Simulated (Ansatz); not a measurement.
# CH7BSn: rigid torsion scan

Wanted for CH7BSn: a rigid torsion scan.

Computed with Ansatz 0.2.0, driven from Python. Level of theory: B3LYP+D4/def2-SVP.

**1. The structure**

Bond lengths: B1–Sn2 2.171 Å, Sn2–C3 2.129 Å, B1–H4 1.120 Å, B1–H5 1.240 Å, Sn2–H6 1.765 Å, Sn2–H7 1.773 Å, C3–H8 1.056 Å, C3–H9 1.068 Å, C3–H10 1.159 Å. Angles (14 of 15 angles, heavy atoms first): B1–Sn2–C3 107.5°, B1–Sn2–H6 110.8°, B1–Sn2–H7 109.9°, C3–Sn2–H6 110.0°, C3–Sn2–H7 109.7°, Sn2–B1–H4 121.6°, Sn2–B1–H5 120.2°, Sn2–C3–H8 111.0°, Sn2–C3–H9 111.7°, Sn2–C3–H10 109.2°, H6–Sn2–H7 108.9°, H4–B1–H5 118.2°, H8–C3–H9 111.6°, H8–C3–H10 106.3°.

The script holds or builds the structure itself.

**2. The script**

torsion_ch7bsn.py reads:

```python
import ansatz as az
from ase import Atoms

BASIS = 'def2-SVP'
FUNCTIONAL = 'b3lyp'
DISPERSION = 'd4'
FORCE_TOL = 0.02

atoms = Atoms(['B', 'Sn', 'C', 'H', 'H', 'H', 'H', 'H', 'H', 'H'], positions=[
    (-1.3926, 0.4453, -1.315),
    (0.391, 0.7072, -0.1047),
    (0.6373, -1.0577, 1.0598),
    (-2.0095, -0.4872, -1.2559),
    (-1.7735, 1.3533, -2.0694),
    (0.2311, 2.111, 0.9526),
    (1.803, 0.9336, -1.152),
    (-0.1685, -1.1831, 1.7313),
    (0.7748, -1.9198, 0.4447),
    (1.59, -0.9538, 1.7116),
])

first = (
    az.Crystal.molecule_from_ase(atoms).calculation()
    .basis(gaussian=BASIS)
    .functional(FUNCTIONAL, dispersion=DISPERSION)
    .relax(force_tolerance=FORCE_TOL, max_steps=80)
)
atoms.positions = first.run().report['positions_ang']

start = atoms.get_dihedral(0, 1, 2, 7)
energies = {}
for turn in range(0, 121, 15):
    turned = atoms.copy()
    turned.set_dihedral(0, 1, 2, 7, start + turn, indices=[2, 7, 8, 9])
    model = (
        az.Crystal.molecule_from_ase(turned).calculation()
        .basis(gaussian=BASIS)
        .functional(FUNCTIONAL, dispersion=DISPERSION)
    )
    energies[round((start + turn) % 360)] = model.run().report['free_energy_ev']
floor = min(energies.values())
print('dihedral B0-Sn1-C2-H7 (deg)   E - E(min) (eV)')
for angle, e in sorted(energies.items()):
    print(f'{angle:8d} {(e - floor):14.3f}  ' + '#' * int(30 * (e - floor) / max(max(energies.values()) - floor, 1e-9)))
```

**3. The run**

Launch:

```
$ python torsion_ch7bsn.py
```

Standard output:

```text
dihedral B0-Sn1-C2-H7 (deg)   E - E(min) (eV)
      14          0.019  #########################
      29          0.011  ###############
      44          0.003  ####
      59          0.000
     299          0.000
     314          0.003  ####
     329          0.011  ##############
     344          0.019  #########################
     359          0.022  ##############################
```

Wall time 2.3 min (1 thread of AMD EPYC (Zen 3), shared host); peak memory 0.26 GiB.

Lines on the test bed's own set-up are left out of the output.

**4. The relaxation of run 0, step by step**

Step by step:

```
step  energy from step 1 (eV)  largest force component (eV/Å)
   1                   0.0000                          2.9562
   2                  -0.2635                          0.6006
   3                  -0.3311                          0.2313
   4                  -0.3439                          0.0757
   5                  -0.3448                          0.0221
   6                  -0.3450                          0.0051
```

Step 1 is the start.

Before: Bond lengths: B1–Sn2 2.171 Å, Sn2–C3 2.129 Å, B1–H4 1.120 Å, B1–H5 1.240 Å, Sn2–H6 1.765 Å, Sn2–H7 1.773 Å, C3–H8 1.056 Å, C3–H9 1.068 Å, C3–H10 1.159 Å. Angles (14 of 15 angles, heavy atoms first): B1–Sn2–C3 107.5°, B1–Sn2–H6 110.8°, B1–Sn2–H7 109.9°, C3–Sn2–H6 110.0°, C3–Sn2–H7 109.7°, Sn2–B1–H4 121.6°, Sn2–B1–H5 120.2°, Sn2–C3–H8 111.0°, Sn2–C3–H9 111.7°, Sn2–C3–H10 109.2°, H6–Sn2–H7 108.9°, H4–B1–H5 118.2°, H8–C3–H9 111.6°, H8–C3–H10 106.3°.

After: Bond lengths: B1–Sn2 2.267 Å, Sn2–C3 2.176 Å, B1–H4 1.206 Å, B1–H5 1.206 Å, Sn2–H6 1.729 Å, Sn2–H7 1.730 Å, C3–H8 1.100 Å, C3–H9 1.100 Å, C3–H10 1.100 Å. Angles (14 of 15 angles, heavy atoms first): B1–Sn2–C3 113.7°, B1–Sn2–H6 110.5°, B1–Sn2–H7 109.6°, C3–Sn2–H6 108.4°, C3–Sn2–H7 108.2°, Sn2–B1–H4 121.3°, Sn2–B1–H5 120.6°, Sn2–C3–H8 110.0°, Sn2–C3–H9 109.8°, Sn2–C3–H10 110.3°, H6–Sn2–H7 106.2°, H4–B1–H5 118.1°, H8–C3–H9 108.8°, H8–C3–H10 109.0°.

Run 0 is this relaxation; the runs after it count from 1.

**5. What each run gave**

The 9 runs, in the order started:

| run | turn (°) | energy from run 1 (eV) | SCF cycles | CPU time (s) |
| --- | --- | --- | --- | --- |
| 1 | 0 | 0.0000 | 14 | 4.4 |
| 2 | 15 | 0.0032 | 14 | 4.5 |
| 3 | 30 | 0.0111 | 14 | 4.3 |
| 4 | 45 | 0.0191 | 14 | 4.2 |
| 5 | 60 | 0.0224 | 14 | 4 |
| 6 | 75 | 0.0193 | 14 | 4.2 |
| 7 | 90 | 0.0114 | 14 | 4.2 |
| 8 | 105 | 0.0035 | 14 | 4.3 |
| 9 | 120 | 0.0001 | 14 | 4.2 |

**6. Results**

| quantity | value |
| --- | --- |
| runs compared | 9 |
| range of energy | 0.022 eV |
| lowest point, turn (°) | 0 |

**Reading.** The lowest point lies at a turn of 0°, the highest 0.022 eV (2.2 kJ/mol) above it at 60°. The grid can miss the true lowest and highest points, and the rest of the molecule is held rigid. Run 0: After 5 moves the largest shift is 0.211 Å, of atom 4 (H). Reading the output:
- The scan is rigid and the energies are electronic, in a modest basis. With rigid groups the curve can differ much from the relaxed path, the start wasn't checked as a minimum of this torsion, and equivalent turns needn't return to the same energy.
- def2 sets replace the cores of elements past krypton by effective core potentials.
- b3lyp holds the VWN-RPA fit, as in Gaussian; the form of ORCA and Turbomole is b3lyp5.
